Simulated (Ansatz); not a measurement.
# GeH+ (singlet): wave-function methods side by side at distance Ge1–H2 = 1.589 Å, cc-pVQZ

The task here is to estimate one member of a computed series from the others.

Computed with Ansatz 0.2.0, Gaussian basis. Level: cc-pVQZ, core rule «outside noble gas», up to 14 orbitals frozen.

Plan: UHF; CCSD(T) on RHF; BCCD(T) on RHF; CCSDT(Q) on RHF; CASSCF and NEVPT2, 4 electrons in 5 orbitals; Full CI.

21 further runs of the same task are left out: 15 that didn't finish, 6 set aside as unsound or not needed.

## What is computed

The geometry derives from a PBE0/def2-TZVP stationary point (not a proven minimum). One bond is set to the value named and the two fragments are kept rigid. No spin-orbit coupling is included. The filled d shell of Ge may be among the frozen orbitals whatever the setting's name suggests; the logs give the count.

2 atoms, charge 1, spin multiplicity 1.

Atoms are counted from 1 here; the program's logs count them from 0.

Bond lengths: Ge1–H2 1.589 Å.

Set-up of the first run:

Contents of in.yaml:

```yaml
crystal:
  periodic: [false, false, false]
  atoms:
    - {symbol: Ge, position_ang: [0.000000, 0.000000, 0.000000]}
    - {symbol: H, position_ang: [0.000000, 0.000000, 1.588631]}
basis:
  gaussian: {orbitals: cc-pVQZ}
total_charge: 1
magnetization: {spin_polarized: true, initial_magnetization: 0}
hamiltonian: {xc: hf}
output: {orbitals: {seedname: orbitals}}
```

Run with:

```
ansatz run in.yaml --threads 1 --pin off --events-out ev --progress --plain --max-ram 2393MiB
```

Among the steps run: UHF; CCSD(T) on RHF; BCCD(T) on RHF; CCSDT(Q) on RHF; CASSCF and NEVPT2, 4 electrons in 5 orbitals; Full CI.

One table of the session follows, with a row left open; its other results are not shown here.

| method | from FCI (meV) |
| --- | --- |
| RHF | +2435.0 |
| RMP2 | +552.7 |
| RCCSD | +49.3 |
| RCCSD(T) | +9.4 |
| BCCD(T) | +9.4 |
| RCCSDT | +1.6 |
| RCCSDT(Q) | ? |
| CASSCF valence | +1133.5 |
| NEVPT2 valence | +324.7 |
| FCI | 0 |

Estimate the missing values for RCCSDT(Q).

As computed: from FCI (meV): +0.3. In the column «from FCI (meV)» it lies between FCI (0) and RCCSDT (+1.6).
